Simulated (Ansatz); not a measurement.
# CH9BN2Si: a ladder of functionals and wavefunction methods

An exercise on one series of results from a longer session: the logs are not shown, and one member is left open.

Computed with Ansatz 0.2.0, Gaussian basis. Level: functionals in def2-TZVPP, the program's frozen cores in correlated methods.

The runs, in order: PBE-D4, r2SCAN-D4, PBE0-D4, B3LYP-D4, ωB97X-V, ωB97M-V, B2PLYP; CCSD(T)/def2-TZVPP; MP2/def2-QZVPP; extrapolation to the limit.

## The relaxed structure

An earlier PBE0-D4 in a triple-zeta def2 set relaxation fixed the geometry.

14 atoms, charge 0, spin multiplicity 1.

Atoms are counted from 1 here; the program's logs count them from 0.

Bond lengths: B1–N2 1.392 Å, B1–H6 1.201 Å, B1–H7 1.198 Å, N2–C3 1.458 Å, N2–Si4 1.761 Å, C3–H8 1.095 Å, C3–H9 1.090 Å, C3–H10 1.095 Å, Si4–N5 1.703 Å, Si4–H11 1.486 Å, Si4–H12 1.486 Å, N5–H13 1.007 Å, N5–H14 1.007 Å. Angles: N2–B1–H6 119.3°, N2–B1–H7 119.7°, H6–B1–H7 121.0°, B1–N2–C3 121.6°, B1–N2–Si4 124.3°, C3–N2–Si4 114.0°, N2–C3–H8 111.2°, N2–C3–H9 109.9°, N2–C3–H10 111.2°, H8–C3–H9 108.4°, H8–C3–H10 107.6°, H9–C3–H10 108.4°, N2–Si4–N5 116.5°, N2–Si4–H11 106.6°, N2–Si4–H12 106.6°, N5–Si4–H11 108.6°, N5–Si4–H12 108.6°, H11–Si4–H12 110.1° and more.

Set-up of the first run:

The input, in.yaml:

```yaml
crystal:
  periodic: [false, false, false]
  atoms:
    - {symbol: B, position_ang: [1.260871, 1.024826, -0.353696]}
    - {symbol: N, position_ang: [0.411619, 0.184883, 0.362039]}
    - {symbol: C, position_ang: [0.629291, -0.098595, 1.775319]}
    - {symbol: Si, position_ang: [-0.996486, -0.622284, -0.322380]}
    - {symbol: N, position_ang: [-1.308308, -0.335338, -1.971349]}
    - {symbol: H, position_ang: [2.196614, 1.528996, 0.204860]}
    - {symbol: H, position_ang: [1.049658, 1.233574, -1.514136]}
    - {symbol: H, position_ang: [0.779852, -1.170153, 1.945173]}
    - {symbol: H, position_ang: [1.512351, 0.433609, 2.129390]}
    - {symbol: H, position_ang: [-0.229165, 0.215773, 2.378619]}
    - {symbol: H, position_ang: [-2.170678, -0.167642, 0.467454]}
    - {symbol: H, position_ang: [-0.784804, -2.080539, -0.127765]}
    - {symbol: H, position_ang: [-0.710902, -0.739245, -2.674681]}
    - {symbol: H, position_ang: [-1.652613, 0.563033, -2.269845]}
basis:
  gaussian: {orbitals: def2-TZVPP}
hamiltonian: {xc: pbe, dispersion: d4}
output: {forces: true, orbitals: {seedname: orbitals}}
```

Started as:

```
$ ansatz run in.yaml --threads 4 --pin off --events-out ev --progress --plain --max-ram 10444MiB
```

Among the steps run: PBE-D4 (GGA); r2SCAN-D4 (meta-GGA); PBE0-D4 (hybrid); B3LYP-D4 (hybrid); ωB97X-V (range-separated); ωB97M-V (range-separated); B2PLYP (double hybrid); CCSD(T) in def2-TZVPP; MP2 in def2-QZVPP.

One table of the session follows, with a row left open; its other results are not shown here.

| method | atomisation energy (kcal/mol) |
| --- | --- |
| PBE-D4 | 1220.7 |
| r2SCAN-D4 | 1203.9 |
| PBE0-D4 | 1204.5 |
| B3LYP-D4 | 1213.6 |
| ωB97X-V | 1212.6 |
| ωB97M-V | 1213.0 |
| B2PLYP | 1196.7 |
| HF/def2-TZVPP | 883.6 |
| MP2/def2-TZVPP | ? |
| CCSD/def2-TZVPP | 1158.1 |
| CCSD(T)/def2-TZVPP | 1172.8 |
| MP2/CBS | 1214.8 |
| CCSD(T)/CBS | 1204.9 |

Q: Estimate the row for MP2/def2-TZVPP from the others.

**Answer.** atomisation energy (kcal/mol): 1182.7. In the column «atomisation energy (kcal/mol)» it lies between CCSD(T)/def2-TZVPP (1172.8) and B2PLYP (1196.7).
